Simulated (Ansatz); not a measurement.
# C3H11GeN: how energies converge with the basis set

The task here is to estimate one member of a computed series from the others.

Method: one geometry, several basis sets; program: Ansatz 0.2.0, Gaussian basis.

Plan: PBE0-D4/def2-SVP; ωB97M-V/def2-SVP; PBE0-D4/def2-QZVPP; ωB97M-V/def2-QZVPP; the functionals' def2-TZVPP values are taken from earlier runs.

**The geometry**

An earlier PBE0-D4 in a triple-zeta def2 set relaxation fixed the geometry.

SMILES `[CH3][Ge]([CH3])([CH3])[NH2]`, 16 atoms, charge 0, spin multiplicity 1.

Atoms are counted from 1 here; the program's logs count them from 0.

Bond lengths: C1–Ge2 1.962 Å, C1–H6 1.092 Å, C1–H7 1.092 Å, C1–H8 1.092 Å, Ge2–C3 1.951 Å, Ge2–C4 1.951 Å, Ge2–N5 1.852 Å, C3–H9 1.091 Å, C3–H10 1.092 Å, C3–H11 1.092 Å, C4–H12 1.091 Å, C4–H13 1.092 Å, C4–H14 1.092 Å, N5–H15 1.011 Å, N5–H16 1.011 Å. Angles: Ge2–C1–H6 110.6°, Ge2–C1–H7 110.8°, Ge2–C1–H8 110.5°, H6–C1–H7 108.3°, H6–C1–H8 108.3°, H7–C1–H8 108.3°, C1–Ge2–C3 109.9°, C1–Ge2–C4 110.0°, C1–Ge2–N5 113.0°, C3–Ge2–C4 112.0°, C3–Ge2–N5 106.0°, C4–Ge2–N5 105.9°, Ge2–C3–H9 110.1°, Ge2–C3–H10 110.7°, Ge2–C3–H11 110.7°, H9–C3–H10 108.8°, H9–C3–H11 108.4°, H10–C3–H11 108.1° and more.

The first run:

Input file in.yaml:

```yaml
crystal:
  periodic: [false, false, false]
  atoms:
    - {symbol: C, position_ang: [-0.980504, 0.455402, -1.549599]}
    - {symbol: Ge, position_ang: [-0.045835, 0.027138, 0.121581]}
    - {symbol: C, position_ang: [1.671576, 0.950377, 0.178931]}
    - {symbol: C, position_ang: [0.158753, -1.905135, 0.293782]}
    - {symbol: N, position_ang: [-0.970260, 0.577121, 1.629610]}
    - {symbol: H, position_ang: [-1.126297, 1.533584, -1.641967]}
    - {symbol: H, position_ang: [-0.406460, 0.111896, -2.413256]}
    - {symbol: H, position_ang: [-1.959885, -0.026673, -1.575383]}
    - {symbol: H, position_ang: [2.191532, 0.716738, 1.109092]}
    - {symbol: H, position_ang: [2.300770, 0.648167, -0.660431]}
    - {symbol: H, position_ang: [1.529501, 2.031731, 0.124764]}
    - {symbol: H, position_ang: [0.667918, -2.146006, 1.228068]}
    - {symbol: H, position_ang: [0.741505, -2.307158, -0.537191]}
    - {symbol: H, position_ang: [-0.815981, -2.397400, 0.294416]}
    - {symbol: H, position_ang: [-1.109883, 1.576805, 1.690172]}
    - {symbol: H, position_ang: [-1.869349, 0.130713, 1.751608]}
basis:
  gaussian: {orbitals: def2-SVP}
hamiltonian: {xc: pbe0, dispersion: d4}
output: {orbitals: {seedname: orbitals}}
```

Run with:

```
$ ansatz run in.yaml --threads 4 --pin off --events-out ev --progress --plain --max-ram 11315MiB
```

Steps of the session up to this table: PBE0-D4 in def2-SVP; ωB97M-V in def2-SVP; PBE0-D4 in def2-QZVPP; ωB97M-V in def2-QZVPP.

One table of the session follows, with a row left open; its other results are not shown here.

It belongs to the step «Density functionals: the series». 

```
functional       basis  HOMO (eV)  LUMO (eV)
   PBE0-D4    def2-SVP      -6.60       1.39
   PBE0-D4  def2-TZVPP      -6.83       0.73
   PBE0-D4  def2-QZVPP      -6.88       0.34
   ωB97M-V    def2-SVP      -8.96       2.94
   ωB97M-V  def2-TZVPP          ?          ?
   ωB97M-V  def2-QZVPP      -9.22       1.47
```

Estimate the missing values for ωB97M-V, def2-TZVPP.

**Answer.** HOMO (eV): -9.18; LUMO (eV): 2.08. In the column «HOMO (eV)» it lies between ωB97M-V, def2-QZVPP (-9.22) and ωB97M-V, def2-SVP (-8.96).
